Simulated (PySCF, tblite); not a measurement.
# C6H8N2: a rotation path, then NMR shifts on frames

How do NMR shifts of C6H8N2 (`CCc1ncccn1`) change as the atoms move?

Programs: tblite 0.8.0 and PySCF 2.14.0, with density-fitted response routines of our own. Each step states its level of theory. These are calculated values for one molecule in the gas phase, unless marked as measured. Atoms count from 0, in the outputs and in this text.

## (1) The molecule as given

16 atoms, charge 0, multiplicity 1; geometry from: GFN2-xTB.

Bonds of the start (Å): C0–C1 1.53, C1–C2 1.50, C2–N3 1.33, N3–C4 1.32, C4–C5 1.39, C5–C6 1.39, C6–N7 1.32, N7–C2 1.33, C0–H8 1.09, C0–H9 1.09, C0–H10 1.09, C1–H11 1.09, C1–H12 1.09, C4–H13 1.08, C5–H14 1.08, C6–H15 1.08.

## (2) The rotation path with GFN2-xTB

What the job is given:

```
{"job": {"kind": "neb", "xc": "GFN2-xTB", "basis": "xTB", "atoms": [3, 2, 1, 0], "turn": 120}, "charge": 0, "multiplicity": 1}
C      2.279698     0.497666     0.620268
C      1.606122    -0.492779    -0.332198
C      0.122768    -0.311914    -0.270396
N     -0.428038     0.513234    -1.152457
C     -1.732300     0.708078    -1.071915
C     -2.514860     0.084591    -0.111190
C     -1.841939    -0.760698     0.759232
N     -0.537929    -0.958689     0.682641
H      1.939662     0.325427     1.638578
H      3.359400     0.377921     0.585693
H      2.032059     1.517642     0.335680
H      1.854831    -1.511865    -0.035772
H      1.941229    -0.308779    -1.352967
H     -2.154002     1.385329    -1.804567
H     -3.578154     0.244699    -0.046807
H     -2.356146    -1.300918     1.544766
```

Method: GFN2-xTB climbing-image nudged elastic band, gas phase.

On the command line:

```sh
> OMP_NUM_THREADS=1 python probes_run.py task.json out
```

One launch serves the whole session: the jobs run in the order shown.

Standard output:

```text
image   E - E0 / eV
  0       0.0000
  1       0.0023
  2       0.0054
  3       0.0104
  4       0.0145
  5       0.0157
  6       0.0151
  7       0.0134
  8       0.0079
```

Wall time 2 s (1 thread of Arm Neoverse V1, shared host); peak memory 0.18 GiB.

The final band, with the dihedral N3–C2–C1–C0:

```csv
image,dihedral (°),energy (eV),energy (kcal/mol)
0,93,0.000,0.0
1,109,0.002,0.1
2,125,0.005,0.1
3,140,0.010,0.2
4,155,0.015,0.3
5,170,0.016,0.4
6,184,0.015,0.3
7,199,0.013,0.3
8,213,0.008,0.2
```

## (3) NMR shieldings: image 0, PBE0/pcSseg-1

What the job is given:

```
{"job": {"kind": "nmr", "xc": "PBE0", "basis": "pcSseg-1", "pop": false}, "charge": 0, "multiplicity": 1}
C      2.279700     0.497700     0.620300
C      1.606100    -0.492800    -0.332200
C      0.122800    -0.311900    -0.270400
N     -0.428000     0.513200    -1.152500
C     -1.732300     0.708100    -1.071900
C     -2.514900     0.084600    -0.111200
C     -1.841900    -0.760700     0.759200
N     -0.537900    -0.958700     0.682600
H      1.939700     0.325400     1.638600
H      3.359400     0.377900     0.585700
H      2.032100     1.517600     0.335700
H      1.854800    -1.511900    -0.035800
H      1.941200    -0.308800    -1.353000
H     -2.154000     1.385300    -1.804600
H     -3.578200     0.244700    -0.046800
H     -2.356100    -1.300900     1.544800
```

With the program's defaults for keys left out, this is: GIAO PBE0/pcSseg-1 NMR shielding, non-relativistic, gas phase.

Standard output:

```text
coarse grid: 13600 points
cycle   1  E = -342.4173395156  dE =  1.350e+00  |g| = 4.417e-01  |ddm| = 3.677e+00
cycle   2  E = -342.4023004457  dE =  1.504e-02  |g| = 5.394e-01  |ddm| = 8.667e-01
cycle   3  E = -342.4647881278  dE = -6.249e-02  |g| = 7.134e-02  |ddm| = 4.298e-01
cycle   4  E = -342.4655258041  dE = -7.377e-04  |g| = 3.975e-02  |ddm| = 6.800e-02
cycle   5  E = -342.4658811979  dE = -3.554e-04  |g| = 9.923e-03  |ddm| = 4.251e-02
cycle   6  E = -342.4659037776  dE = -2.258e-05  |g| = 3.811e-03  |ddm| = 1.241e-02
cycle   7  E = -342.4659074070  dE = -3.629e-06  |g| = 6.832e-04  |ddm| = 3.604e-03
final grid: 132208 points
cycle   8  E = -342.5100646233  dE = -3.944e-05  |g| = 7.516e-03  |ddm| = 3.047e-02
cycle   9  E = -342.5100618882  dE =  2.735e-06  |g| = 8.348e-03  |ddm| = 1.432e-02
cycle  10  E = -342.5100786936  dE = -1.681e-05  |g| = 1.399e-03  |ddm| = 7.804e-03
cycle  11  E = -342.5100791728  dE = -4.791e-07  |g| = 3.214e-04  |ddm| = 1.406e-03
cycle  12  E = -342.5100791963  dE = -2.353e-08  |g| = 9.659e-05  |ddm| = 3.404e-04
cycle  13  E = -342.5100791985  dE = -2.184e-09  |g| = 1.966e-05  |ddm| = 9.417e-05
cycle  14  E = -342.5100791986  dE = -8.743e-11  |g| = 7.571e-06  |ddm| = 2.295e-05
converged SCF energy = -342.5100791986

GIAO shielding tensors (ppm)
atom      isotropic    diamagn.    paramagn.     s11        s22        s33       span
  0 C      168.261     246.179     -77.918    158.198    161.029    185.557     27.358
  1 C      147.873     246.515     -98.642    127.943    143.201    172.476     44.532
  2 C        6.494     256.739    -250.245    -73.806    -33.822    127.111    200.917
  3 N      -62.627     332.711    -395.338   -315.173   -154.199    281.492    596.666
  4 C       23.310     250.192    -226.883    -91.178     12.326    148.781    239.960
  5 C       63.732     261.909    -198.177    -53.161     65.032    179.325    232.486
  6 C       23.318     250.167    -226.849    -91.122     12.179    148.898    240.019
  7 N      -62.158     332.800    -394.958   -316.888   -154.409    284.824    601.712
  8 H       30.317      29.809       0.508     25.737     29.548     35.666      9.929
  9 H       30.280      27.471       2.809     26.499     26.796     37.545     11.046
 10 H       30.407      29.843       0.564     25.984     29.571     35.665      9.681
 11 H       28.613      30.132      -1.519     25.403     27.159     33.278      7.875
 12 H       28.616      30.249      -1.633     25.112     27.315     33.421      8.309
 13 H       22.766      30.148      -7.383     18.853     22.889     26.555      7.702
 14 H       24.625      30.749      -6.124     22.970     23.656     27.248      4.278
 15 H       22.752      30.195      -7.442     18.825     22.879     26.552      7.727
```

It took 20 s on 1 thread of Arm Neoverse V1, shared host; peak memory 0.79 GiB.

Shifts follow as δ = σ(reference) − σ, with reference shieldings (ppm) from runs at the same level and on the same kind of geometry: ¹H TMS 31.72, ¹³C TMS 186.9, ¹⁵N NH3 267.7. The references are single molecules in the gas phase, so shifts against H2O, NH3, PH3, H3PO4 or CFCl3 are not on the usual liquid scales and can be off by tens of ppm. Each atom is listed at this fixed geometry, with no averaging over motion; a spectrum would average atoms that exchange fast.

| atoms | environment | σ (ppm) | δ (ppm) |
| --- | --- | --- | --- |
| C2 | substituted aromatic carbon next to a ring nitrogen | 6.5 | 180.4 |
| C4 | aromatic CH next to a ring nitrogen | 23.3 | 163.6 |
| C6 | aromatic CH next to a ring nitrogen | 23.3 | 163.6 |
| C5 | aromatic CH | 63.7 | 123.2 |
| C1 | sp3 CH2 on an aromatic ring | 147.9 | 39.1 |
| C0 | methyl carbon | 168.3 | 18.7 |
| H15 | hydrogen on an aromatic CH next to a ring nitrogen | 22.75 | 8.96 |
| H13 | hydrogen on an aromatic CH next to a ring nitrogen | 22.77 | 8.95 |
| H14 | hydrogen on an aromatic CH | 24.62 | 7.09 |
| H11 | hydrogen on an sp3 CH2 on an aromatic ring | 28.61 | 3.10 |
| H12 | hydrogen on an sp3 CH2 on an aromatic ring | 28.62 | 3.10 |
| H9 | hydrogen on a methyl carbon | 30.28 | 1.44 |
| H8 | hydrogen on a methyl carbon | 30.32 | 1.40 |
| H10 | hydrogen on a methyl carbon | 30.41 | 1.31 |
| N3 | pyridine-type ring nitrogen | -62.6 | 330.4 |
| N7 | pyridine-type ring nitrogen | -62.2 | 329.9 |

Ring of atoms C2, N3, C4, C5, C6, N7: NICS(0) -5.9, NICS(1) -10.8, NICS(1)zz -26.6 ppm (means of both faces).

## (4) NMR shieldings: image 2, PBE0/pcSseg-1

What the job is given:

```
{"job": {"kind": "nmr", "xc": "PBE0", "basis": "pcSseg-1", "pop": false}, "charge": 0, "multiplicity": 1}
C      2.289000     0.329100     0.768300
C      1.612600    -0.330900    -0.432100
C      0.124300    -0.216100    -0.326500
N     -0.511400     0.346700    -1.346800
C     -1.820900     0.493100    -1.241400
C     -2.522800     0.077200    -0.119600
C     -1.766100    -0.522900     0.877500
N     -0.457500    -0.667000     0.779600
H      1.961200    -0.150500     1.686700
H      3.370100     0.247200     0.688500
H      2.022900     1.382700     0.814300
H      1.883900    -1.388900    -0.465300
H      1.924500     0.142100    -1.363900
H     -2.310700     0.960300    -2.087300
H     -3.588500     0.210300    -0.028400
H     -2.218200    -0.903600     1.785000
```

Level: GIAO PBE0/pcSseg-1 NMR shielding, non-relativistic, gas phase.

Standard output:

```text
coarse grid: 13600 points
cycle   1  E = -342.4163950540  dE =  1.350e+00  |g| = 4.443e-01  |ddm| = 3.678e+00
cycle   2  E = -342.4010171827  dE =  1.538e-02  |g| = 5.432e-01  |ddm| = 8.803e-01
cycle   3  E = -342.4644706414  dE = -6.345e-02  |g| = 7.151e-02  |ddm| = 4.357e-01
cycle   4  E = -342.4652138356  dE = -7.432e-04  |g| = 3.963e-02  |ddm| = 6.784e-02
cycle   5  E = -342.4655647421  dE = -3.509e-04  |g| = 1.003e-02  |ddm| = 4.246e-02
cycle   6  E = -342.4655876515  dE = -2.291e-05  |g| = 3.897e-03  |ddm| = 1.259e-02
cycle   7  E = -342.4655914421  dE = -3.791e-06  |g| = 6.918e-04  |ddm| = 3.702e-03
final grid: 132208 points
cycle   8  E = -342.5098132984  dE = -3.827e-05  |g| = 7.591e-03  |ddm| = 3.031e-02
cycle   9  E = -342.5098103786  dE =  2.920e-06  |g| = 8.486e-03  |ddm| = 1.454e-02
cycle  10  E = -342.5098275727  dE = -1.719e-05  |g| = 1.500e-03  |ddm| = 7.924e-03
cycle  11  E = -342.5098281153  dE = -5.426e-07  |g| = 3.296e-04  |ddm| = 1.497e-03
cycle  12  E = -342.5098281393  dE = -2.407e-08  |g| = 1.066e-04  |ddm| = 3.384e-04
cycle  13  E = -342.5098281418  dE = -2.424e-09  |g| = 3.246e-05  |ddm| = 1.023e-04
cycle  14  E = -342.5098281419  dE = -1.927e-10  |g| = 1.743e-05  |ddm| = 4.208e-05
converged SCF energy = -342.5098281419

GIAO shielding tensors (ppm)
atom      isotropic    diamagn.    paramagn.     s11        s22        s33       span
  0 C      170.545     246.600     -76.055    157.715    169.381    184.540     26.825
  1 C      148.854     246.402     -97.548    130.393    144.024    172.144     41.751
  2 C        7.231     256.293    -249.062    -73.926    -30.977    126.598    200.525
  3 N      -64.447     332.337    -396.783   -311.793   -155.374    273.827    585.620
  4 C       23.584     250.210    -226.626    -90.912     13.143    148.521    239.433
  5 C       63.463     261.893    -198.431    -52.777     64.709    178.455    231.233
  6 C       23.698     249.930    -226.232    -90.847     12.745    149.195    240.042
  7 N      -60.751     333.172    -393.923   -320.519   -156.774    295.039    615.558
  8 H       29.654      29.765      -0.111     24.561     28.868     35.533     10.972
  9 H       30.379      27.546       2.833     26.085     27.542     37.510     11.425
 10 H       30.675      30.039       0.635     26.911     29.129     35.984      9.073
 11 H       28.499      29.557      -1.058     25.943     26.718     32.836      6.893
 12 H       28.585      30.498      -1.913     23.880     27.884     33.990     10.110
 13 H       22.803      29.901      -7.098     18.903     22.936     26.570      7.667
 14 H       24.612      30.693      -6.081     22.974     23.635     27.228      4.254
 15 H       22.730      30.395      -7.665     18.738     22.851     26.600      7.861
```

Run time: 20 s. Hardware: 1 thread of Arm Neoverse V1, shared host; peak memory 0.79 GiB.

This run: δ C2 179.7, C4 163.3, C6 163.2, C5 123.5, H15 8.99, H13 8.91 ppm.

(Part 1 of 2 ends here.)
